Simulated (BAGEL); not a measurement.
# [GeH5]− (SMILES [H][Ge-]([H])([H])([H])[H]): HF/def2-TZVPP (density fitting with qzvpp-jkfit)

What is the vertical ionisation energy of [GeH5]− at HF/def2-TZVPP (density fitting with qzvpp-jkfit)? 

The calculation is run with BAGEL 1.2.2.

5 further runs of the same task are left out: 5 that didn't finish.

## Step 1: The structure to begin with

The species is [GeH5]− (6 atoms), meant as a singlet with charge -1. As SMILES, `[H][Ge-]([H])([H])([H])[H]`. Geometry: a GFN2-xTB relaxation, a rough one for these elements and not checked as a minimum.

Bond lengths: Ge1–H2 1.762 Å, Ge1–H3 1.782 Å, Ge1–H4 1.515 Å, Ge1–H5 1.514 Å, Ge1–H6 1.514 Å. Angles: H2–Ge1–H3 179.8°, H2–Ge1–H4 90.4°, H2–Ge1–H5 90.0°, H2–Ge1–H6 90.3°, H3–Ge1–H4 89.6°, H3–Ge1–H5 89.8°, H3–Ge1–H6 89.8°, H4–Ge1–H5 120.0°, H4–Ge1–H6 120.0°, H5–Ge1–H6 120.0°.

## Step 2: The energy at HF/def2-TZVPP (density fitting with qzvpp-jkfit)

calc.json

```json
{ "bagel" : [

{
  "title" : "molecule",
  "basis" : "tzvpp",
  "df_basis" : "qzvpp-jkfit",
  "angstrom" : true,
  "geometry" : [
    { "atom" : "Ge", "xyz" : [    0.000170,   -0.001050,    0.006590 ] },
    { "atom" : "H", "xyz" : [   -0.023480,   -0.005740,    1.768690 ] },
    { "atom" : "H", "xyz" : [    0.022000,    0.009450,   -1.774870 ] },
    { "atom" : "H", "xyz" : [    1.514900,    0.010990,    0.015670 ] },
    { "atom" : "H", "xyz" : [   -0.767040,    1.304120,    0.000050 ] },
    { "atom" : "H", "xyz" : [   -0.746540,   -1.317780,   -0.016130 ] }
  ]
},
{
  "title" : "hf",
  "charge" : -1
},
{
  "title" : "print",
  "file" : "orbitals.molden",
  "orbitals" : true
}

]}
```

The run is started by

```sh
$ BAGEL_NUM_THREADS=1 BAGEL calc.json > calc.out
```

Standard output:

```text
* using 1 threads per process

  ===============================================================
  ===============================================================

  *** Geometry ***

  { "atom" : "Ge", "xyz" : [      0.000321,     -0.001984,      0.012453 ] },
  { "atom" : "H", "xyz" : [     -0.044371,     -0.010847,      3.342340 ] },
  { "atom" : "H", "xyz" : [      0.041574,      0.017858,     -3.354018 ] },
  { "atom" : "H", "xyz" : [      2.862746,      0.020768,      0.029612 ] },
  { "atom" : "H", "xyz" : [     -1.449496,      2.464430,      0.000094 ] },
  { "atom" : "H", "xyz" : [     -1.410756,     -2.490243,     -0.030481 ] },

  Number of auxiliary basis functions:      356

  Since a DF basis is specified, we compute 2- and 3-index integrals:
    o Being stored without compression. Storage requirement is 0.040 GB

  Number of basis functions:      118
  Number of electrons      :       37

    * METHOD: MOLECULE                             0.23

  *** RHF ***

  === Nuclear Repulsion ===
    54.7797144814

      * DIIS with orbital gradients will be used.

  === RHF iteration (tzvpp) ===
      0      -2078.14484207          0.00657183           0.06
      1      -2078.17314081          0.00172156           0.06
      2      -2078.17526540          0.00045031           0.06
      3      -2078.17539265          0.00018224           0.06
      4      -2078.17541155          0.00002366           0.05
      5      -2078.17541218          0.00000491           0.05
      6      -2078.17541223          0.00000129           0.05
      7      -2078.17541224          0.00000040           0.05
      8      -2078.17541224          0.00000007           0.05
      9      -2078.17541224          0.00000002           0.05
     10      -2078.17541224          0.00000001           0.07
    * SCF iteration converged.

    * Permanent dipole moment:
           (   -0.000106,     0.005074,    -0.060075) a.u.

    * METHOD: HF                                   0.86

    * METHOD: PRINT                                0.05

  ===============================================================
```

Wall time 1.4 s (1 thread of AMD EPYC 7B13 (Zen 3), shared host); peak memory 0.12 GiB.

## Step 3: Doublet neutral GeH5 at the same level

hf.json

```json
{ "bagel": [

{
  "title": "molecule",
  "basis": "tzvpp",
  "df_basis": "qzvpp-jkfit",
  "angstrom": true,
  "geometry": [
    { "atom": "Ge", "xyz": [       0.000170,      -0.001050,       0.006590 ] },
    { "atom": "H", "xyz": [      -0.023480,      -0.005740,       1.768690 ] },
    { "atom": "H", "xyz": [       0.022000,       0.009450,      -1.774870 ] },
    { "atom": "H", "xyz": [       1.514900,       0.010990,       0.015670 ] },
    { "atom": "H", "xyz": [      -0.767040,       1.304120,       0.000050 ] },
    { "atom": "H", "xyz": [      -0.746540,      -1.317780,      -0.016130 ] }
  ]
},

{
  "title": "uhf",
  "charge": 0,
  "nopen": 1
},

{
  "title": "print",
  "file": "orbitals.molden",
  "orbitals": true
}

]}
```

The run is started by

```sh
$ BAGEL_NUM_THREADS=1 BAGEL hf.json > hf.out
```

Standard output:

```text
* using 1 threads per process

  ===============================================================
  ===============================================================

  *** Geometry ***

  { "atom" : "Ge", "xyz" : [      0.000321,     -0.001984,      0.012453 ] },
  { "atom" : "H", "xyz" : [     -0.044371,     -0.010847,      3.342340 ] },
  { "atom" : "H", "xyz" : [      0.041574,      0.017858,     -3.354018 ] },
  { "atom" : "H", "xyz" : [      2.862746,      0.020768,      0.029612 ] },
  { "atom" : "H", "xyz" : [     -1.449496,      2.464430,      0.000094 ] },
  { "atom" : "H", "xyz" : [     -1.410756,     -2.490243,     -0.030481 ] },

  Number of auxiliary basis functions:      356

  Since a DF basis is specified, we compute 2- and 3-index integrals:
    o Being stored without compression. Storage requirement is 0.040 GB

  Number of basis functions:      118
  Number of electrons      :       37

    * METHOD: MOLECULE                             0.19

  *** Open-shell HF ***

  === Nuclear Repulsion ===
    54.7797144814

      * DIIS with orbital gradients will be used.

  === UHF iteration (tzvpp) ===
      0      -2078.08504173          0.01135633           0.11
      1      -2078.12034341          0.00350734           0.11
      2      -2078.12618123          0.00130849           0.11
      3      -2078.12791226          0.00072773           0.11
      4      -2078.12832976          0.00020814           0.11
      5      -2078.12851955          0.00007149           0.12
      6      -2078.12853706          0.00004165           0.11
      7      -2078.12854101          0.00002854           0.11
      8      -2078.12854279          0.00001619           0.10
      9      -2078.12854344          0.00000586           0.10
     10      -2078.12854374          0.00000219           0.10
     11      -2078.12854381          0.00000123           0.10
     12      -2078.12854382          0.00000054           0.10
     13      -2078.12854383          0.00000026           0.10
     14      -2078.12854383          0.00000010           0.11
     15      -2078.12854383          0.00000004           0.10
     16      -2078.12854383          0.00000003           0.11
     17      -2078.12854383          0.00000002           0.10
     18      -2078.12854383          0.00000002           0.10
     19      -2078.12854383          0.00000001           0.10
     20      -2078.12854383          0.00000001           0.10
    * SCF iteration converged.

    * S^2 (UHF) is 0.8301

    * Permanent dipole moment:
           (   -0.000781,     0.000162,     0.069047) a.u.

    * METHOD: UHF                                  2.42

    * METHOD: PRINT                                0.05

  ===============================================================
```

Wall time 2.9 s (1 thread of AMD EPYC 7B13 (Zen 3), shared host); peak memory 0.12 GiB.

## Step 4: What came out

Level: HF/def2-TZVPP (density fitting with qzvpp-jkfit).

```
                                                              quantity           value
                                         singlet [GeH5]−: total energy  -2078.17541 Eh
                                          singlet [GeH5]−: HOMO energy        -2.21 eV
                                          singlet [GeH5]−: LUMO energy         8.63 eV
singlet [GeH5]−: HOMO–LUMO gap (to an unbound level, set by the basis)        10.84 eV
                                    doublet neutral GeH5: total energy  -2078.12854 Eh
                                   doublet neutral GeH5: dipole moment          0.18 D
                                            doublet neutral GeH5: ⟨S²⟩           0.830
                   vertical detachment energy (to the doublet neutral)        1.275 eV
```

What this shows: The vertical ionisation energy comes to 1.28 eV (29 kcal/mol). The negative HOMO energy of the first species, 2.21 eV, lies 0.93 eV above that difference.
